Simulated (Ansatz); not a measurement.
# Li2MnO2: the cost of one run

Computed with Ansatz 0.2.0 (DFT LDA without U, plane waves, PAW, unless a step's input says otherwise).

**1. The starting structure**

It takes space group P-3m1 (No. 164, trigonal). The conventional cell has a = 3.195 Å, b = 3.195 Å, c = 5.303 Å, α = 90.00°, β = 90.00°, γ = 120.00°. Li (site symmetry 3m) has 4 O at 1.91 to 1.99 Å and 3 Li at 2.18 Å as nearest neighbours. Mn (site symmetry -3m) has 6 O at 2.27 Å as nearest neighbours. O (site symmetry 3m) is surrounded by 4 Li at 1.91 to 1.99 Å and 3 Mn at 2.27 Å.

Coordinates:

```xyz
5
Lattice="3.1950 0.0000 0.0000 -1.5975 2.7670 0.0000 0.0000 0.0000 5.3030" Properties=species:S:1:pos:R:3 pbc="T T T"
Li    1.5975    0.9223    2.0735
Li    0.0000    1.8446    3.2295
Mn    0.0000    0.0000    0.0000
O     0.0000    1.8446    1.3204
O     1.5975    0.9223    3.9826
```

Magnetic order typed: ferromagnetic.

**2. From atoms, symmetry kept, no search**

File input.yaml:

```yaml
crystal:
  lattice:
    - [3.19500009, 0.0, 0.0]
    - [-1.59750004, 2.76695124, 0.0]
    - [0.0, 0.0, 5.30300098]
  atoms:
    - { symbol: Li, position: [0.6666666667, 0.3333333333, 0.391] }
    - { symbol: Li, position: [0.3333333333, 0.6666666667, 0.609] }
    - { symbol: Mn, position: [0.0, 0.0, 0.0], spin: 5.0, spin_axis: [1.0, 0.0, 0.0] }
    - { symbol: O, position: [0.3333333333, 0.6666666667, 0.249] }
    - { symbol: O, position: [0.6666666667, 0.3333333333, 0.751] }
basis:
  ecutwfc: 420
  ecutrho_ratio: 4
kpoints:
  mp_grid: { grid: [7, 7, 4] }
hamiltonian:
  xc: lda
scf:
  occupations: { method: gaussian, width: 0.05 }
  lower_state_search: "off"
  max_iter: 150
output:
  forces: true
  stress: true
  eigenvalues: true
  populations: true
  hubbard: { sites: [{ site: 2, l: d }] }
magnetization:
  noncollinear: true
  spin_orbit: true
```

This run includes spin–orbit coupling.

The run is started by

```sh
$ ansatz run input.yaml --threads 4 --pin off --max-ram 6144MiB --backend cpu --events-out ev --progress --plain --runs-dir out
```

**Question.** How long does this run take on 4 threads of Arm Neoverse V1, shared host, and how much memory does it need?

About 15 s, with a peak of 0.66 GiB.
